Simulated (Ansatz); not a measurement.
Consider a convergence test of the plane-wave cutoff of MgSi, space group P4/mmm (Ansatz 0.2.0 through its Python package).

The script reads `mgsi.cif`:
```cif
data_MgSi
_cell_length_a 2.908394
_cell_length_b 2.908394
_cell_length_c 4.103427
_cell_angle_alpha 90.00000
_cell_angle_beta 90.00000
_cell_angle_gamma 90.00000
_symmetry_space_group_name_H-M 'P 1'
_symmetry_Int_Tables_number 1
loop_
_symmetry_equiv_pos_as_xyz
'x, y, z'
loop_
_atom_site_label
_atom_site_type_symbol
_atom_site_fract_x
_atom_site_fract_y
_atom_site_fract_z
Mg1 Mg    0.000000    0.000000    0.000000
Si2 Si    0.500000    0.500000    0.500000
```

`ecut_mgsi.py`
```python
"""Convergence of MgSi with the plane-wave cutoff."""

import ansatz as az
from ase.io import read
import pandas as pd


def main() -> None:
    atoms = read("mgsi.cif")
    system = az.Crystal.from_ase(atoms)

    calc = (
        system.calculation()
        .functional("pbesol", dispersion="d3bj")
        .kpoints(6, 6, 5, shift=0.5)
        .occupations("Methfessel-Paxton")
        .scf(tolerance=1e-09, max_iterations=100, self_checks="high")
    )

    rows = []
    for value in [250, 300, 350, 400, 450, 500]:
        data = calc.basis(value).run(threads=1).report
        rows.append((value, data["free_energy_ev"] / len(data["lattice"]["sites"]), data["n_iterations"], data["n_pw"]))

    table = pd.DataFrame(rows, columns=["cutoff (eV)", "F/atom (eV)", "iterations", "plane waves"])
    print(table.round(5).to_string(index=False))

    # the last row is the reference
    for row in rows[:-1]:
        shift = 1000 * (row[1] - rows[-1][1])
        print(f"{row[0]}: {shift:+.2f} meV/atom" + ("  (within 2 meV)" if abs(shift) < 2 else ""))


if __name__ == "__main__":
    main()
```

How fast does the energy converge with the cutoff (threshold 2 meV an atom)?

From 400 eV on it stays within 2 meV an atom of the value at 500 eV; the first row (250 eV) is off by 131.0 meV and the last but one by 0.06 meV. The energy falls steadily, as expected when plane waves are added.

The run itself:

`python ecut_mgsi.py` gives:
```text
DeckWarning: basis.ecutwfc = 250 eV is below the records' recommended 420 eV, and the density's cutoff is lower with it unless basis.ecutrho_ratio is high enough to keep the records' density cutoff: compare with a run at a higher cutoff
DeckWarning: basis.ecutwfc = 300 eV is below the records' recommended 420 eV, and the density's cutoff is lower with it unless basis.ecutrho_ratio is high enough to keep the records' density cutoff: compare with a run at a higher cutoff
DeckWarning: basis.ecutwfc = 350 eV is below the records' recommended 420 eV, and the density's cutoff is lower with it unless basis.ecutrho_ratio is high enough to keep the records' density cutoff: compare with a run at a higher cutoff
DeckWarning: basis.ecutwfc = 400 eV is below the records' recommended 420 eV, and the density's cutoff is lower with it unless basis.ecutrho_ratio is high enough to keep the records' density cutoff: compare with a run at a higher cutoff
 cutoff (eV)  F/atom (eV)  iterations  plane waves
         250  -1266.89977           7          319
         300  -1267.01226           7          387
         350  -1267.02782           7          513
         400  -1267.03038           8          633
         450  -1267.03068           7          727
         500  -1267.03074           7          903
250: +130.97 meV/atom
300: +18.48 meV/atom
350: +2.92 meV/atom
400: +0.36 meV/atom  (within 2 meV)
450: +0.06 meV/atom  (within 2 meV)
```
(Warnings from the package without file and line.)

What to keep in mind:
- Dispersion corrections can be off by several per cent in the lattices of metals, and by several GPa in the pressure at a fixed cell.
- The mesh is modest for a metal, so energies can be off by several to tens of meV an atom and pressures by half a GPa or more; differences at equal mesh fare better.
- This cell is a computed structure, which may not be the phase found in nature.
- Shifts are counted from the last row, which is itself no proven limit.
- Cost: about 2.5 core-seconds.

(Lines on the test bed's own set-up are left out of the output.)
